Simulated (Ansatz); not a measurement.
LiLaO₃, space group Pm-3m: an equation of state with a fit, run with the Ansatz DFT code, driven from Python.

The script, `eos_lilao3.py`:
```python
# -*- coding: utf-8 -*-
"""Bulk modulus of LiLaO3 from an E(V) curve."""

import ansatz as az
import numpy as np

vectors0 = np.array([
    [3.822632, 0.0, 0.0],
    [0.0, 3.822632, 0.0],
    [0.0, 0.0, 3.822632],
])
sites = [
    ("Li", (0.5, 0.5, 0.5)),
    ("La", (0.0, 0.0, 0.0)),
    ("O", (0.5, 0.5, 0.0)),
    ("O", (0.5, 0.0, 0.5)),
    ("O", (0.0, 0.5, 0.5)),
]


def make_crystal(cell):
    crystal = az.Crystal(lattice=az.Lattice.of(cell))
    for symbol, position in sites:
        crystal = crystal.atom(symbol, position)
    return crystal


def main():
    # scale the volume, keep shape and fractions
    volumes, energies = [], []
    for scale in np.linspace(0.9, 1.1, 9):
        cell = vectors0 * scale ** (1 / 3)
        setup = (
            make_crystal(cell).calculation()
            .pseudopotentials("paw")
            .functional("PBEsol")
            .occupations("Fermi-Dirac", width=100 * az.meV)
            .basis(35 * az.Ry)
            .kpoints(6, 6, 6)
        )
        summary = setup.run(threads=1).report
        volumes.append(abs(np.linalg.det(cell)) / len(sites))
        energies.append(summary["free_energy_ev"] / len(sites))
        print(f"V = {volumes[-1]:8.4f} A^3/atom  F = {energies[-1]:.5f} eV/atom")

    # third-order Birch-Murnaghan: a cubic in V^(-2/3)
    x = np.array(volumes) ** (-2 / 3)
    poly = np.polynomial.Polynomial.fit(x, energies, 3).convert()
    roots = poly.deriv().roots()
    x0 = min((r.real for r in roots if abs(r.imag) < 1e-9 and poly.deriv(2)(r.real) > 0), key=lambda r: abs(r - x.mean()))
    v0 = x0 ** -1.5
    b0 = 4 / 9 * poly.deriv(2)(x0) * v0 ** (-7 / 3) * 160.21766
    b1 = 4 + 2 / 3 * x0 * poly.deriv(3)(x0) / poly.deriv(2)(x0)
    print(f"V0 = {v0:.4f} A^3/atom, B0 = {b0:.1f} GPa, dB/dP = {b1:.2f}")


if __name__ == "__main__":
    main()
```

Where does the minimum lie against the volume typed, and how stiff is the crystal?

A third-order Birch-Murnaghan fit through the 9 points has its minimum at 10.48 Å³ an atom, 6.2 % below the typed cell, with a bulk modulus of 139 GPa and dB/dP = 4.3. From that minimum the energy rises by 8.1 meV an atom on the compressed side and 101.8 meV on the expanded side. The window is off centre, so dB/dP is rough.

The run itself:

```console
$ python eos_lilao3.py
V =  10.0545 A^3/atom  F = -1609.80929 eV/atom
V =  10.3338 A^3/atom  F = -1609.81646 eV/atom
V =  10.6131 A^3/atom  F = -1609.81665 eV/atom
V =  10.8924 A^3/atom  F = -1609.81081 eV/atom
V =  11.1717 A^3/atom  F = -1609.79974 eV/atom
V =  11.4509 A^3/atom  F = -1609.78410 eV/atom
V =  11.7302 A^3/atom  F = -1609.76452 eV/atom
V =  12.0095 A^3/atom  F = -1609.74151 eV/atom
V =  12.2888 A^3/atom  F = -1609.71555 eV/atom
V0 = 10.4804 A^3/atom, B0 = 138.9 GPa, dB/dP = 4.35
```

Reading the output:
- Absolute energies stand on the zero of these potentials, so only differences at equal settings mean something.
- The mesh is modest for a metal, so energies can be off by several to tens of meV an atom and pressures by half a GPa or more; differences at equal mesh fare better.
- This cell is a computed structure, which may not be the phase found in nature.
- It ran for 12 s on 1 thread of Arm Neoverse V2, with other jobs on the host, peak memory 0.41 GiB.

(A comment or docstring line of the script was reworded after the run, the code is as it ran; lines on the test bed's own set-up are left out of the output.)
